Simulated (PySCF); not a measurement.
# CeF3H3N (Ce(F)3(NH3)): the cost of one run

The runs use PySCF 2.14.0; PBE0, Ce lcecp-1-SVP with ECP47, F def2-SVP, N def2-SVP, H def2-SVP; scalar-relativistic core potentials, no spin–orbit coupling.

## (1) The system as given

8 atoms, charge 0, spin multiplicity 1.

Bond lengths: Ce1–F2 2.174 Å, Ce1–F3 2.174 Å, Ce1–F4 2.174 Å, Ce1–N5 2.607 Å, N5–H6 1.020 Å, N5–H7 1.020 Å, N5–H8 1.020 Å. Angles: F2–Ce1–F3 109.5°, F2–Ce1–F4 109.5°, F2–Ce1–N5 109.5°, F3–Ce1–F4 109.5°, F3–Ce1–N5 109.5°, F4–Ce1–N5 109.5°, Ce1–N5–H6 113.0°, Ce1–N5–H7 113.0°, Ce1–N5–H8 113.0°, H6–N5–H7 105.8°, H6–N5–H8 105.8°, H7–N5–H8 105.8°.

As a file:

```xyz
8

Ce    0.0000    0.0000    0.0000
F     1.2550    1.2550    1.2550
F    -1.2550   -1.2550    1.2550
F     1.2550   -1.2550   -1.2550
N    -1.5054    1.5054   -1.5054
H    -2.1186    2.1186   -0.9684
H    -0.9684    2.1186   -2.1186
H    -2.1186    0.9684   -2.1186
```

Formal oxidation states: Ce +3. Each metal's 1 4f electrons lie in its core potential, so multiplicities, spins and levels count the valence alone.

## (2) SCF at the start, singlet

File run.py (the lines that set the calculation):

```python
mol = gto.M(atom='''
Ce     0.00000     0.00000     0.00000
F      1.25500     1.25500     1.25500
F     -1.25500    -1.25500     1.25500
F      1.25500    -1.25500    -1.25500
N     -1.50540     1.50540    -1.50540
H     -2.11860     2.11860    -0.96840
H     -0.96840     2.11860    -2.11860
H     -2.11860     0.96840    -2.11860''',
    basis={'Ce': 'lcecp-1-SVP', 'F': 'def2-SVP', 'N': 'def2-SVP', 'H': 'def2-SVP'},
    ecp={'Ce': 'lcecp-1-SVP'},
    charge=0, spin=0)
mf = dft.RKS(mol, xc='PBE0')
mf.grids.atom_grid = (50, 194)  # f atoms: unpruned, at least (60, 302)
mf = mf.density_fit()  # fitting sets: Ce AutoAux, F def2-universal-JKFIT, N def2-universal-JKFIT, H def2-universal-JKFIT
mf.conv_tol = 1e-08; mf.max_cycle = 55
mf.kernel(dm0)  # dm0: free metal ions and neutral atoms
```

Command:

```bash
> OMP_NUM_THREADS=2 python run.py
```

**Question.** How long does this run take on 2 threads of Intel Xeon Platinum 8259CL at 2.50GHz (Skylake/Cascade Lake), shared host, and how much memory does it need?

About 4.5 s, with a peak of 0.61 GiB.
